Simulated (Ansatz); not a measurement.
Ta3AsAu2O13:

```
CELL_PARAMETERS angstrom
6.80067 -1.92163 -0.02621
6.80067 1.92163 -0.02621
-1.72225 0.00000 10.37288
ATOMIC_POSITIONS crystal
Ta 0.29832 0.29832 0.63042
Ta 0.35838 0.35838 0.00386
Ta 0.64153 0.64153 0.99841
As 0.70210 0.70210 0.36249
Au 0.60176 0.60176 0.63181
Au 0.39989 0.39989 0.36577
O 0.34257 0.34257 0.80557
O 0.41638 0.41638 0.55635
O 0.78159 0.78159 0.59389
O 0.65958 0.65958 0.20071
O 0.59095 0.59095 0.43486
O 0.21897 0.21897 0.41156
O 0.61546 0.61546 0.82214
O 0.14400 0.14400 0.64097
O 0.38300 0.38300 0.17947
O 0.84498 0.84498 0.35825
O 0.50050 0.50050 0.00258
O 0.81269 0.81269 0.99232
O 0.18737 0.18737 0.00856
```

The cell was built by a generator and needn't be a form met in nature.

- Program: Ansatz 0.2.0
- Task: relaxation of cell and atoms
- Functional: PBEsol
- Dispersion: D3(BJ)
- Potentials or basis: Ansatz PAW
- Cutoff: 420 eV (not typed: the program's choice for these potentials)
- k mesh: 5 × 5 × 2
- Occupations: fermi-dirac, width 0.05 eV
- Spin: no spin polarisation

At the start: volume 14.26 Å³/atom.

**Question.** Where does the relaxation end?

**Answer.** It ends after 14 steps and the volume is 13.59 Å³/atom (-4.7 %); space group Cm (No. 8, to 0.05 Å).

Step by step:
| step | energy change (eV) | largest force (eV/Å) | volume (Å³) |
| --- | --- | --- | --- |
| 1 | 0.0000 | 0.2961 | 270.94 |
| 2 | -0.3020 | 0.3245 | 257.83 |
| 3 | -0.3143 | 0.1696 | 259.28 |
| 4 | -0.3192 | 0.1443 | 259.15 |
| 5 | -0.3248 | 0.0991 | 258.84 |
| 6 | -0.3275 | 0.1297 | 258.56 |
| 7 | -0.3279 | 0.0718 | 258.60 |
| 8 | -0.3279 | 0.0503 | 258.62 |
| 9 | -0.3279 | 0.0132 | 258.63 |
| 10 | -0.3282 | 0.0076 | 258.56 |
| 11 | -0.2896 | 0.0074 | 258.56 |
| 12 | -0.2921 | 0.0301 | 258.04 |
| 13 | -0.2917 | 0.0064 | 258.15 |
| 14 | -0.2900 | 0.0065 | 258.15 |

Final structure:
```
Ta As Au O
1.0
     6.67158   -1.89896   -0.05306
     6.67158    1.89896   -0.05306
    -1.73117    0.00000   10.20182
Ta As Au O
3 1 2 13
Direct
  0.29574 0.29574 0.62800
  0.35728 0.35728 0.00478
  0.64273 0.64273 0.00077
  0.70420 0.70420 0.36640
  0.60025 0.60025 0.63166
  0.40241 0.40241 0.36836
  0.34009 0.34009 0.80513
  0.41758 0.41758 0.55982
  0.77906 0.77906 0.58222
  0.66141 0.66141 0.20179
  0.58935 0.58935 0.43388
  0.21934 0.21934 0.41114
  0.61530 0.61530 0.82186
  0.14144 0.14144 0.63902
  0.38505 0.38505 0.18218
  0.84754 0.84754 0.35764
  0.50026 0.50026 0.00248
  0.81197 0.81197 0.99282
  0.18903 0.18903 0.01003
```

Caveat: the plane-wave basis is chosen anew once the cell has moved, so the energies of steps on either side of that aren't comparable; the pressure holds a Pulay correction of +0.7 GPa for the finite cutoff; pairwise dispersion overbinds metals, which lowers pressure and volume; the PAW data sets come from PBE, with cores solved anew for the run's functional, which leaves a small shift of forces and pressure.
